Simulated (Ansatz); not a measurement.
# NaTl: equal strain of all cell vectors

A series on NaTl: equal strain of all cell vectors, -3 to +3 %; the shape is held and the atoms relax. Wanted: energy, stress and any gap along the series.

Method: DFT r2SCAN, scalar-relativistic, plane waves, PAW, in Ansatz 0.2.0.

2 further runs of the same task are left out: 2 set aside as unsound or not needed.

## (1) The system as given

It takes space group Fd-3m (No. 227, cubic). The conventional cell has a = 7.492 Å, b = 7.492 Å, c = 7.492 Å, α = 90.00°, β = 90.00°, γ = 90.00°. Around Na (site symmetry -43m) lie 4 Na at 3.24 Å and 4 Tl at 3.24 Å. Tl (site symmetry -43m) has 4 Na at 3.24 Å and 4 Tl at 3.24 Å in its first shell of neighbours.

As a file:

```cif
data_structure
_symmetry_space_group_name_H-M 'P 1'
_symmetry_Int_Tables_number 1
_cell_length_a 5.2977
_cell_length_b 5.2977
_cell_length_c 5.2977
_cell_angle_alpha 60.000
_cell_angle_beta 60.000
_cell_angle_gamma 60.000
_cell_volume 105.14
loop_
_atom_site_label
_atom_site_type_symbol
_atom_site_fract_x
_atom_site_fract_y
_atom_site_fract_z
_atom_site_occupancy
Na1 Na 0.50000 0.50000 0.50000 1
Na2 Na 0.75000 0.75000 0.75000 1
Tl1 Tl 0.00000 0.00000 0.00000 1
Tl2 Tl 0.25000 0.25000 0.25000 1
```

This cell was relaxed beforehand with the same method: volume 26.28 Å³/atom, gap on the mesh none (metal).

The unstrained cell was computed beforehand with the same settings: E(σ→0) = -25895.0642 eV for 4 atoms, gap none (metal).

## (2) Strain -1.0 %

Input file input.yaml:

```yaml
crystal:
  lattice:
    - [0.0, 3.7085878276, 3.7085878276]
    - [3.7085878276, 0.0, 3.7085878276]
    - [3.7085878276, 3.7085878276, 0.0]
  atoms:
    - { symbol: Na, position: [0.5, 0.5, 0.5] }
    - { symbol: Na, position: [0.75, 0.75, 0.75] }
    - { symbol: Tl, position: [0.0, 0.0, 0.0] }
    - { symbol: Tl, position: [0.25, 0.25, 0.25] }
basis:
  ecutwfc: 500
kpoints:
  mp_grid: { grid: [12, 12, 12] }
hamiltonian:
  xc: r2scan
scf:
  occupations: { method: gaussian, width: 0.1 }
output:
  forces: true
  stress: true
  eigenvalues: true
```

Command:

```
ansatz run input.yaml --threads 1 --pin off --max-ram 2560MiB --backend cpu --events-out ev --progress --plain --runs-dir out
```

The session goes on with these runs: At +1.0 %; At -2.0 %; At +2.0 %; the cell strained by -3.0 %; strain +3.0 %.

Q: Predict the outcome of this session. Wanted: (1/V) d²E/dε² at zero strain, cubic fit.

As calculated:

```
                               quantity                    value
                    largest energy cost  17.0 meV/atom at -3.0 %
(1/V) d²E/dε² at zero strain, cubic fit                  214 GPa
```

**Reading.** The curvature of the energy, 214 GPa, is nine times the bulk modulus at fixed shape. Compression by 3 % costs 17.0 meV/atom and stretching 14.5. Spin-orbit coupling is left out for Tl.
